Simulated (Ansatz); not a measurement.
**KO radical: small, medium and large basis sets**

Aim: see how fast density functionals converge with the basis set for KO radical.

Program: Ansatz 0.2.0, Gaussian basis. Level of theory: one geometry, several basis sets. These are calculated values, not measurements.

Levels to be run: PBE0-D4/def2-SVP; ωB97M-V/def2-SVP; PBE0-D4/def2-QZVPP; ωB97M-V/def2-QZVPP; the functionals' def2-TZVPP values are taken from earlier runs.

**1. The geometry**

The geometry comes from an earlier relaxation with PBE0-D4 in a triple-zeta def2 set; it is a stationary point.

SMILES `[O][K]`, 2 atoms, charge 0, spin multiplicity 2.

Atoms are counted from 1 here; the program's logs count them from 0.

Bond lengths: O1–K2 2.186 Å.

**2. PBE0-D4 in def2-SVP**

in.yaml

```yaml
crystal:
  periodic: [false, false, false]
  atoms:
    - {symbol: O, position_ang: [0.932180, -0.311662, 0.477639]}
    - {symbol: K, position_ang: [-0.932180, 0.311662, -0.477639]}
basis:
  gaussian: {orbitals: def2-SVP}
magnetization: {spin_polarized: true, initial_magnetization: 1}
hamiltonian: {xc: pbe0, dispersion: d4}
output: {orbitals: {seedname: orbitals}}
```

Launch:

```bash
> ansatz run in.yaml --threads 2 --pin off --events-out ev --progress --plain --max-ram 32768MiB --backend cpu
```

After this run come: ωB97M-V in def2-SVP; PBE0-D4 in def2-QZVPP; ωB97M-V in def2-QZVPP.

Q: Predict the results of all the runs planned. Wanted: PBE0-D4: double and triple zeta above quadruple; ωB97M-V: double and triple zeta above quadruple.

As calculated:

| quantity | value |
| --- | --- |
| PBE0-D4: double and triple zeta above quadruple | 5.41, 0.57 eV |
| ωB97M-V: double and triple zeta above quadruple | 5.42, 0.53 eV |

What this shows: PBE0-D4 gains 4.84 eV from double to triple zeta, then 0.57 eV more. These are total energies; as a rule much of such shifts cancels in differences, which this series doesn't test.
